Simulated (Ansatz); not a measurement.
# C₂H₆OSSi: a ladder of functionals and wavefunction methods

How much do the methods differ for C₂H₆OSSi? The plan is to run it at one geometry with functionals of several rungs and with coupled cluster. The yardstick is the atomisation energy at the CCSD(T) limit.

Program: Ansatz 0.2.0, Gaussian basis. Level of theory: functionals in def2-TZVPP, the program's frozen cores in correlated methods. These are calculated values, not measurements.

Levels to be run: PBE-D4, r2SCAN-D4, PBE0-D4, B3LYP-D4, ωB97X-V, ωB97M-V, B2PLYP; CCSD(T)/def2-TZVPP; MP2/def2-QZVPP; extrapolation to the limit.

**1. Structure used throughout**

The geometry comes from an earlier relaxation with PBE0-D4 in a triple-zeta def2 set; it is a stationary point, not always the lowest conformer.

11 atoms, charge 0, spin multiplicity 1.

Atoms are counted from 1 here; the program's logs count them from 0.

Bond lengths: Si1–O2 1.656 Å, Si1–H6 1.486 Å, Si1–H7 1.486 Å, Si1–H8 1.478 Å, O2–C3 1.358 Å, C3–C4 1.329 Å, C3–H9 1.087 Å, C4–S5 1.742 Å, C4–H10 1.082 Å, S5–H11 1.342 Å. Angles: O2–Si1–H6 110.3°, O2–Si1–H7 110.3°, O2–Si1–H8 105.5°, H6–Si1–H7 108.8°, H6–Si1–H8 111.0°, H7–Si1–H8 111.0°, Si1–O2–C3 124.5°, O2–C3–C4 122.0°, O2–C3–H9 117.2°, C4–C3–H9 120.8°, C3–C4–S5 126.4°, C3–C4–H10 119.0°, S5–C4–H10 114.6°, C4–S5–H11 95.9°.

**2. PBE-D4 (GGA)**

in.yaml

```yaml
crystal:
  periodic: [false, false, false]
  atoms:
    - {symbol: Si, position_ang: [-1.450507, 0.769986, -1.053772]}
    - {symbol: O, position_ang: [-0.473142, -0.099468, -0.038845]}
    - {symbol: C, position_ang: [0.853774, 0.130288, 0.134578]}
    - {symbol: C, position_ang: [1.596564, -0.610866, 0.950029]}
    - {symbol: S, position_ang: [1.048964, -1.957166, 1.910788]}
    - {symbol: H, position_ang: [-0.966312, 0.660534, -2.454655]}
    - {symbol: H, position_ang: [-1.457110, 2.203002, -0.659399]}
    - {symbol: H, position_ang: [-2.796486, 0.175192, -0.911227]}
    - {symbol: H, position_ang: [1.292672, 0.953830, -0.422812]}
    - {symbol: H, position_ang: [2.648985, -0.382898, 1.052591]}
    - {symbol: H, position_ang: [-0.232004, -1.899636, 1.513223]}
basis:
  gaussian: {orbitals: def2-TZVPP}
hamiltonian: {xc: pbe, dispersion: d4}
output: {forces: true, orbitals: {seedname: orbitals}}
```

Started as:

```bash
$ ansatz run in.yaml --threads 4 --pin off --events-out ev --progress --plain --max-ram 10444MiB
```

The runs that follow: r2SCAN-D4 (meta-GGA); PBE0-D4 (hybrid); B3LYP-D4 (hybrid); ωB97X-V (range-separated); ωB97M-V (range-separated); B2PLYP (double hybrid); CCSD(T) in def2-TZVPP; MP2 in def2-QZVPP.

Before running them: what should the planned runs give, taken together? Wanted: atomisation energy, CCSD(T)/CBS; farthest; mean size of error, hybrid; mean size of error, range-separated; gap, smallest and largest; T1 diagnostic; triples share of the correlation energy.

**Answer**, as computed:

| quantity | value |
| --- | --- |
| atomisation energy, CCSD(T)/CBS | 957.2 kcal/mol |
| functionals within 4.8 kcal/mol (0.5 %) | r2SCAN-D4, PBE0-D4, B3LYP-D4, ωB97X-V, ωB97M-V |
| farthest | PBE-D4 (+17.7 kcal/mol) |
| mean size of error, hybrid | 0.8 kcal/mol |
| mean size of error, range-separated | 3.2 kcal/mol |
| gap, smallest and largest | 4.02 eV (PBE-D4), 10.23 eV (ωB97X-V) |
| T1 diagnostic | 0.0128 |
| triples share of the correlation energy | 4.2 % |

PBE-D4 misses by +17.7 kcal/mol. Double hybrids carry the basis error of their MP2 part in triple zeta, and no dispersion term here, so their miss is partly the set-up's. Misses under about 4.8 kcal/mol are within the doubt on the reference itself, which lacks core-valence correlation, relativity and higher excitations. Hartree-Fock recovers 72 % of the binding; the rest is correlation. The gap grows from 4.0 to 10.2 eV across the functionals, mostly with the share of exact exchange.
